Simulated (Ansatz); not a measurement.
# AlCl3H3N: how energies converge with the basis set

One table from this session's results is given with a row withheld; the runs are named, their logs left out.

Computed with Ansatz 0.2.0, Gaussian basis. Level: one geometry, several basis sets.

The runs, in order: PBE0-D4/def2-SVP; ωB97M-V/def2-SVP; PBE0-D4/def2-QZVPP; ωB97M-V/def2-QZVPP; the functionals' def2-TZVPP values are taken from earlier runs.

## The relaxed structure

The geometry comes from an earlier relaxation with PBE0-D4 in a triple-zeta def2 set; it is a stationary point, not always the lowest conformer.

SMILES `[NH3+][Al-]([Cl])([Cl])[Cl]`, 8 atoms, charge 0, spin multiplicity 1.

Atoms are counted from 1 here; the program's logs count them from 0.

Bond lengths: N1–Al2 1.997 Å, N1–H6 1.016 Å, N1–H7 1.016 Å, N1–H8 1.016 Å, Al2–Cl3 2.111 Å, Al2–Cl4 2.111 Å, Al2–Cl5 2.111 Å. Angles: Al2–N1–H6 110.8°, Al2–N1–H7 110.8°, Al2–N1–H8 110.8°, H6–N1–H7 108.1°, H6–N1–H8 108.1°, H7–N1–H8 108.1°, N1–Al2–Cl3 101.0°, N1–Al2–Cl4 101.0°, N1–Al2–Cl5 101.0°, Cl3–Al2–Cl4 116.5°, Cl3–Al2–Cl5 116.4°, Cl4–Al2–Cl5 116.4°.

Geometry (Å):

```xyz
8
AlCl3H3N
N    -0.68869   -0.24372    0.68693
Al    0.69023    0.22204   -0.67983
Cl    2.13237   -1.27828   -0.32430
Cl   -0.43165    0.04648   -2.45964
Cl    1.20446    2.18035   -0.08170
H    -0.29679   -0.20337    1.62385
H    -1.47210    0.40242    0.64448
H    -1.04573   -1.18302    0.53441
```

The first run:

File in.yaml:

```yaml
crystal:
  periodic: [false, false, false]
  atoms:
    - {symbol: N, position_ang: [-0.688690, -0.243721, 0.686926]}
    - {symbol: Al, position_ang: [0.690230, 0.222040, -0.679825]}
    - {symbol: Cl, position_ang: [2.132368, -1.278279, -0.324299]}
    - {symbol: Cl, position_ang: [-0.431648, 0.046484, -2.459636]}
    - {symbol: Cl, position_ang: [1.204458, 2.180348, -0.081697]}
    - {symbol: H, position_ang: [-0.296790, -0.203372, 1.623846]}
    - {symbol: H, position_ang: [-1.472098, 0.402418, 0.644480]}
    - {symbol: H, position_ang: [-1.045729, -1.183018, 0.534405]}
basis:
  gaussian: {orbitals: def2-SVP}
hamiltonian: {xc: pbe0, dispersion: d4}
output: {orbitals: {seedname: orbitals}}
```

Among the steps run: PBE0-D4 in def2-SVP; ωB97M-V in def2-SVP; PBE0-D4 in def2-QZVPP; ωB97M-V in def2-QZVPP.

One of the session's tables, all rows but one given; the rest of the session is left out.

It belongs to the step «Functionals by basis». 

| functional | basis | HOMO (eV) |
| --- | --- | --- |
| PBE0-D4 | def2-SVP | -8.27 |
| PBE0-D4 | def2-TZVPP | -8.50 |
| PBE0-D4 | def2-QZVPP | ? |
| ωB97M-V | def2-SVP | -10.45 |
| ωB97M-V | def2-TZVPP | -10.75 |
| ωB97M-V | def2-QZVPP | -10.83 |

Q: Estimate the row for PBE0-D4, def2-QZVPP from the others.

As computed: HOMO (eV): -8.56. In the column «HOMO (eV)» it lies between ωB97M-V, def2-SVP (-10.45) and PBE0-D4, def2-TZVPP (-8.50).
